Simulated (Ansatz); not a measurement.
# Ta2B2O: the cost of one run

Computed with Ansatz 0.2.0 (DFT PBE, scalar-relativistic, plane waves, PAW, unless a step names another level, unless a step's input says otherwise).

4 further runs of the same task are left out: 4 set aside as unsound or not needed.

## (1) The structure to begin with

Symmetry: R-3m, No. 166, trigonal system. The conventional cell has a = 3.106 Å, b = 3.106 Å, c = 18.551 Å, α = 90.00°, β = 90.00°, γ = 120.00°. Around Ta (site symmetry 3m) lie 6 B at 2.31 to 2.37 Å and 3 O at 2.40 Å. B (site symmetry 3m) has 3 B at 1.80 Å and 6 Ta at 2.31 to 2.37 Å as nearest neighbours. O (site symmetry -3m) has 6 Ta at 2.40 Å as nearest neighbours.

As a file:

```xyz
5
Lattice="1.5531 0.8967 6.1838 -1.5531 0.8967 6.1838 0.0000 -1.7934 6.1838" Properties=species:S:1:pos:R:3 pbc="T T T"
Ta    0.0000    0.0000    7.7728
Ta    0.0000    0.0000   10.7786
B     0.0000    0.0000    3.0501
B     0.0000    0.0000   15.5013
O     0.0000    0.0000    0.0000
```

It came out lowest among 20 distinct ends of the trial cells. At a tolerance of 0.05 Å it has space group R-3m (No. 166).

## (2) Relaxing to 0.001 eV/Å, on the response runs' mesh and smearing

input.yaml reads:

```yaml
crystal:
  lattice:
    - [1.5531271003, 0.8966983495, 6.1838076655]
    - [-1.5531271003, 0.8966983495, 6.1838076655]
    - [0.0, -1.7933966989, 6.1838076655]
  atoms:
    - { symbol: Ta, position: [0.4189869118, 0.4189869118, 0.4189869118] }
    - { symbol: Ta, position: [0.5810130882, 0.5810130882, 0.5810130882] }
    - { symbol: B, position: [0.1644149696, 0.1644149696, 0.1644149696] }
    - { symbol: B, position: [0.8355850304, 0.8355850304, 0.8355850304] }
    - { symbol: O, position: [0.0, 0.0, 0.0] }
basis:
  ecutwfc: 420
kpoints:
  mp_grid: { grid: [12, 12, 12] }
hamiltonian:
  xc: pbe
scf:
  occupations: { method: gaussian, width: 0.1 }
output:
  forces: true
  stress: true
  eigenvalues: true
relax:
  adjacent_minimum: "off"
  f_tol: 0.001
  max_steps: 60
  cell: { stress_tol: 0.01 }
```

On the command line:

```bash
> ansatz run input.yaml --threads 3 --pin off --max-ram 7680MiB --backend cpu --events-out ev --progress --plain --runs-dir out
```

Q: Estimate wall time and peak memory on 3 threads of AMD EPYC 9R45 (Zen 5), shared host.

About 9.1 s, with a peak of 0.57 GiB.
